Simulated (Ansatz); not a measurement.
# C₂H₆AlN: up Jacob's ladder to CCSD(T)

An exercise on one series of results from a longer session: the logs are not shown, and one member is left open.

Computed with Ansatz 0.2.0, Gaussian basis. Level: functionals in def2-TZVPP, the program's frozen cores in correlated methods.

Plan: LDA (SPW92), PBE-D4, revPBE-D4, BLYP-D4, r2SCAN-D4, B97M-V, PBE0-D4, B3LYP-D4, r2SCANh-D4, r2SCAN0-D4, HSE06-D4, BHLYP-D4, CAM-B3LYP-D4, LC-ωPBE, ωB97X-V, ωB97M-V, B2PLYP, PBE-QIDH; CCSD(T)/def2-SVP; CCSD(T)/def2-TZVPP; MP2/def2-QZVPP; extrapolation to the limit; RPA on PBE.

## The relaxed structure

The geometry comes from an earlier relaxation with PBE0-D4 in a triple-zeta def2 set; it is a stationary point, not always the lowest conformer.

10 atoms, charge 0, spin multiplicity 1.

Atoms are counted from 1 here; the program's logs count them from 0.

Bond lengths: C1–Al2 1.942 Å, C1–H5 1.095 Å, C1–H6 1.092 Å, C1–H7 1.095 Å, Al2–C3 1.985 Å, Al2–H8 1.593 Å, C3–N4 1.278 Å, C3–H9 1.104 Å, N4–H10 1.025 Å. Angles: Al2–C1–H5 111.2°, Al2–C1–H6 111.0°, Al2–C1–H7 111.3°, H5–C1–H6 108.4°, H5–C1–H7 106.4°, H6–C1–H7 108.4°, C1–Al2–C3 118.8°, C1–Al2–H8 122.8°, C3–Al2–H8 118.4°, Al2–C3–N4 115.1°, Al2–C3–H9 124.7°, N4–C3–H9 120.2°, C3–N4–H10 112.2°.

The first run:

The input, in.yaml:

```yaml
crystal:
  periodic: [false, false, false]
  atoms:
    - {symbol: C, position_ang: [-1.527074, 0.647733, -0.547940]}
    - {symbol: Al, position_ang: [-0.131593, -0.699881, -0.643920]}
    - {symbol: C, position_ang: [1.437488, -0.539867, 0.561175]}
    - {symbol: N, position_ang: [1.411391, 0.461439, 1.354167]}
    - {symbol: H, position_ang: [-1.648930, 1.159983, -1.508242]}
    - {symbol: H, position_ang: [-1.297838, 1.395104, 0.214443]}
    - {symbol: H, position_ang: [-2.497631, 0.198825, -0.312357]}
    - {symbol: H, position_ang: [-0.192017, -1.933184, -1.650752]}
    - {symbol: H, position_ang: [2.289513, -1.241491, 0.579756]}
    - {symbol: H, position_ang: [2.239891, 0.500140, 1.956672]}
basis:
  gaussian: {orbitals: def2-TZVPP}
hamiltonian: {xc: lda}
output: {orbitals: {seedname: orbitals}}
```

Started as:

```bash
$ ansatz run in.yaml --threads 2 --pin off --events-out ev --progress --plain --max-ram 4352MiB
```

Steps of the session up to this table: LDA; PBE-D4 (GGA); revPBE-D4 (GGA); BLYP-D4 (GGA); r2SCAN-D4 (meta-GGA); B97M-V (meta-GGA); B3LYP-D4 (hybrid); r2SCANh-D4 (hybrid); r2SCAN0-D4 (hybrid); HSE06-D4 (hybrid); BHLYP-D4 (hybrid); CAM-B3LYP-D4 (range-separated); LC-ωPBE (range-separated); ωB97X-V (range-separated); ωB97M-V (range-separated); B2PLYP (double hybrid); PBE-QIDH (double hybrid).

One table of the session follows, with a row left open; its other results are not shown here.

It belongs to the step «Orbital energies across the functionals». 

| functional | HOMO (eV) | LUMO (eV) | gap (eV) |
| --- | --- | --- | --- |
| LDA (SPW92) | -5.51 | -2.87 | 2.65 |
| PBE-D4 | -5.45 | -2.62 | 2.83 |
| revPBE-D4 | -5.41 | -2.52 | 2.89 |
| BLYP-D4 | -5.37 | -2.50 | 2.87 |
| r2SCAN-D4 | ? | ? | ? |
| B97M-V | -5.89 | -2.46 | 3.44 |
| PBE0-D4 | -6.83 | -1.72 | 5.11 |
| B3LYP-D4 | -6.63 | -1.95 | 4.69 |
| r2SCANh-D4 | -6.23 | -2.07 | 4.16 |
| r2SCAN0-D4 | -7.00 | -1.59 | 5.41 |
| HSE06-D4 | -6.42 | -2.09 | 4.33 |
| BHLYP-D4 | -8.16 | -0.83 | 7.34 |
| CAM-B3LYP-D4 | -8.23 | -0.70 | 7.53 |
| LC-ωPBE | -9.55 | 0.44 | 9.98 |
| ωB97X-V | -9.24 | 0.32 | 9.56 |
| ωB97M-V | -9.12 | 0.09 | 9.21 |

Q: Estimate the row for r2SCAN-D4 from the others.

Worked estimate for «HOMO (eV)». Against the share of exact exchange, r2SCANh-D4 (0.1, -6.23), r2SCAN0-D4 (0.25, -7.00) give a slope of -5.13 per unit share; at 0 the line stands at -5.72.

The run gave: HOMO (eV): -5.71; LUMO (eV): -2.41; gap (eV): 3.30. In «HOMO (eV)» the line misses by -0.01.
